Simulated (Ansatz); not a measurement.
# BrClGeH4: the cost of one run

The runs use Ansatz 0.2.0, Gaussian basis; PBE0-D4/def2-SVP.

1 further run of the same task is left out (it didn't finish).

## 1. The system as given

The start, a first-order saddle point found at PBE0-D4 in triple zeta: 7 atoms, charge 0, spin multiplicity 1.

Atoms are counted from 1 here; the program's logs count them from 0.

Bond lengths: Ge1–Cl2 2.561 Å, Ge1–H3 1.532 Å, Ge1–H4 1.524 Å, Ge1–H5 1.538 Å, Ge1–Br7 2.744 Å, Cl2–H6 1.474 Å, H6–Br7 1.759 Å. Angles: Cl2–Ge1–H3 134.5°, Cl2–Ge1–H4 99.8°, Cl2–Ge1–H5 80.5°, Cl2–Ge1–Br7 71.7°, H3–Ge1–H4 117.2°, H3–Ge1–H5 106.4°, H3–Ge1–Br7 81.7°, H4–Ge1–H5 112.4°, H4–Ge1–Br7 90.7°, H5–Ge1–Br7 146.6°, Ge1–Cl2–H6 74.0°, Cl2–H6–Br7 148.5°, Ge1–Br7–H6 65.7°.

Geometry (Å):

```mol
BrClGeH4
  3D, bonds by distance, orders not assigned

  7  7  0  0  0  0  0  0  0  0999 V2000
   -0.6658    0.3264   -0.2783 Ge  0  0
    0.2848   -1.6586    1.0314 Cl  0  0
   -0.4561    0.8783   -1.6921 H   0  0
   -0.8049    1.3396    0.8513 H   0  0
   -1.8677   -0.6304   -0.3598 H   0  0
    1.4428   -0.8271    0.6562 H   0  0
    2.0668    0.5718   -0.2087 Br  0  0
  1  2  8  0
  1  3  8  0
  1  4  8  0
  1  5  8  0
  1  7  8  0
  2  6  8  0
  6  7  8  0
M  END
```

## 2. Dynamics

The input, md/in.yaml:

```yaml
crystal:
  periodic: [false, false, false]
  atoms:
    - {symbol: Ge, position_ang: [-0.665761, 0.326355, -0.278307]}
    - {symbol: Cl, position_ang: [0.284821, -1.658591, 1.031388]}
    - {symbol: H, position_ang: [-0.456133, 0.878277, -1.692102]}
    - {symbol: H, position_ang: [-0.804917, 1.339609, 0.851301]}
    - {symbol: H, position_ang: [-1.867697, -0.630392, -0.359800]}
    - {symbol: H, position_ang: [1.442777, -0.827068, 0.656179]}
    - {symbol: Br, position_ang: [2.066811, 0.571810, -0.208660]}
basis:
  gaussian: {orbitals: def2-SVP}
hamiltonian: {xc: pbe0, dispersion: d4}
md: {n_steps: 40, timestep: 0.25, temperature: 500, ensemble: nve, seed: 442, initial_velocities: maxwell_boltzmann}
```

Command:

```sh
$ ansatz run in.yaml --threads 4 --pin off --events-out ev --progress --plain --max-ram 9574MiB
```

**Question.** How long does this run take on 4 threads of Arm Neoverse V1, shared host?

About 64 s.
